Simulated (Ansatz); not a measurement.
# BH4LiOSi: one structure at several levels

Aim: energy, forces and dipole at a structure displaced at random from a GFN2-xTB minimum, from CCSD(T) and from density functionals.

The runs use Ansatz 0.2.0, Gaussian basis; single points in def2-TZVPP.

Correlated methods freeze the cores. The outer core shell of Li, Na, Mg and K is correlated.

## Step 1: The starting structure

SMILES `[Li][SiH2]OB`, 8 atoms, charge 0, spin multiplicity 1.

Atoms are counted from 1 here; the program's logs count them from 0.

Bond lengths: Li1–Si2 2.412 Å, Li1–H7 1.976 Å, Si2–O3 1.716 Å, Si2–H5 1.450 Å, Si2–H6 1.678 Å, O3–B4 1.409 Å, B4–H7 1.434 Å, B4–H8 1.367 Å. Angles: Si2–Li1–H7 93.2°, Li1–Si2–O3 84.6°, Li1–Si2–H5 147.1°, Li1–Si2–H6 121.4°, O3–Si2–H5 97.0°, O3–Si2–H6 95.2°, H5–Si2–H6 91.3°, Si2–O3–B4 133.9°, O3–B4–H7 113.3°, O3–B4–H8 123.8°, H7–B4–H8 120.4°, Li1–H7–B4 112.4°.

Geometry (Å):

```mol
BH4LiOSi
  3D, bonds by distance, orders not assigned

  8  8  0  0  0  0  0  0  0  0999 V2000
   -2.0600    0.5004    0.0174 Li  0  0
    0.1489    1.4609    0.1422 Si  0  0
    0.6857   -0.1606   -0.0245 O   0  0
    0.0484   -1.4147    0.0566 B   0  0
    1.2306    1.9193    0.9921 H   0  0
    0.9347    2.0244   -1.2291 H   0  0
   -1.3705   -1.3446   -0.1380 H   0  0
    0.7041   -2.6096   -0.0524 H   0  0
  1  2  8  0
  1  7  8  0
  2  3  8  0
  2  5  8  0
  2  6  8  0
  3  4  8  0
  4  7  8  0
  4  8  8  0
M  END
```

## Step 2: CCSD(T)/def2-TZVPP

Input file run/in.yaml:

```yaml
crystal:
  periodic: [false, false, false]
  atoms:
    - {symbol: Li, position_ang: [-2.060000, 0.500400, 0.017400]}
    - {symbol: Si, position_ang: [0.148900, 1.460900, 0.142200]}
    - {symbol: O, position_ang: [0.685700, -0.160600, -0.024500]}
    - {symbol: B, position_ang: [0.048400, -1.414700, 0.056600]}
    - {symbol: H, position_ang: [1.230600, 1.919300, 0.992100]}
    - {symbol: H, position_ang: [0.934700, 2.024400, -1.229100]}
    - {symbol: H, position_ang: [-1.370500, -1.344600, -0.138000]}
    - {symbol: H, position_ang: [0.704100, -2.609600, -0.052400]}
basis:
  gaussian: {orbitals: def2-TZVPP}
correlation: {method: ccsd_t}
output: {forces: true}
```

The command line of these runs was not kept.

## Step 3: PBE0-D4/def2-TZVPP

run/in.yaml, as its differences from that of step 2:

```diff
@@ -13,3 +13,3 @@
   gaussian: {orbitals: def2-TZVPP}
-correlation: {method: ccsd_t}
-output: {forces: true}
+hamiltonian: {xc: pbe0, dispersion: d4}
+output: {forces: true, orbitals: {seedname: orbitals}}
```

## Step 4: wB97M-V/def2-TZVPP

run/in.yaml, as its differences from that of step 3:

```diff
@@ -13,3 +13,3 @@
   gaussian: {orbitals: def2-TZVPP}
-hamiltonian: {xc: pbe0, dispersion: d4}
-output: {forces: true, orbitals: {seedname: orbitals}}
+hamiltonian: {xc: {name: wB97M-V}}
+output: {forces: true}
```

## Step 5: r2SCAN-D4/def2-TZVPP

run/in.yaml, as its differences from that of step 4:

```diff
@@ -13,3 +13,3 @@
   gaussian: {orbitals: def2-TZVPP}
-hamiltonian: {xc: {name: wB97M-V}}
+hamiltonian: {xc: r2scan, dispersion: d4}
 output: {forces: true}
```

## Step 6: PBE-D4/def2-TZVPP

run/in.yaml, as its differences from that of step 5:

```diff
@@ -13,3 +13,3 @@
   gaussian: {orbitals: def2-TZVPP}
-hamiltonian: {xc: r2scan, dispersion: d4}
+hamiltonian: {xc: pbe, dispersion: d4}
 output: {forces: true}
```

## Step 7: BHLYP-D4/def2-TZVPP

run/in.yaml, as its differences from that of step 6:

```diff
@@ -13,3 +13,3 @@
   gaussian: {orbitals: def2-TZVPP}
-hamiltonian: {xc: pbe, dispersion: d4}
+hamiltonian: {xc: {name: BHLYP}, dispersion: d4}
 output: {forces: true}
```

## Step 8: CAM-B3LYP-D4/def2-TZVPP

run/in.yaml, as its differences from that of step 7:

```diff
@@ -13,3 +13,3 @@
   gaussian: {orbitals: def2-TZVPP}
-hamiltonian: {xc: {name: BHLYP}, dispersion: d4}
+hamiltonian: {xc: {name: CAM-B3LYP}, dispersion: d4}
 output: {forces: true}
```

(Steps that only read results are left out.)

What does the calculation give? Wanted: energy less free atoms, CCSD(T)/def2-TZVPP; RMS force component; RMS force error; HOMO and LUMO, PBE0-D4; T1 diagnostic.

**Answer**, as computed:

| quantity | value |
| --- | --- |
| energy less free atoms, CCSD(T)/def2-TZVPP | -24.975 eV |
| RMS force component | 1.448 to 1.678 eV/Å over the methods |
| RMS force error | PBE0-D4 0.133, wB97M-V 0.099, r2SCAN-D4 0.082, PBE-D4 0.170, BHLYP-D4 0.263, CAM-B3LYP-D4 0.161 eV/Å |
| HOMO and LUMO, PBE0-D4 | -5.72 and -1.36 eV |
| T1 diagnostic | 0.018 |

Against CCSD(T) the functionals' energies less atoms differ by -0.954 to +0.017 eV, PBE-D4 by -0.954 eV. CCSD(T) in triple zeta still lacks some correlation energy of the bonds, so part of these gaps is its own basis error and they don't rank the functionals. For forces r2SCAN-D4 does best and BHLYP-D4 worst. Frozen-core CCSD(T) forces in triple zeta carry basis errors of their own, and this is one geometry, so small gaps rank nothing.
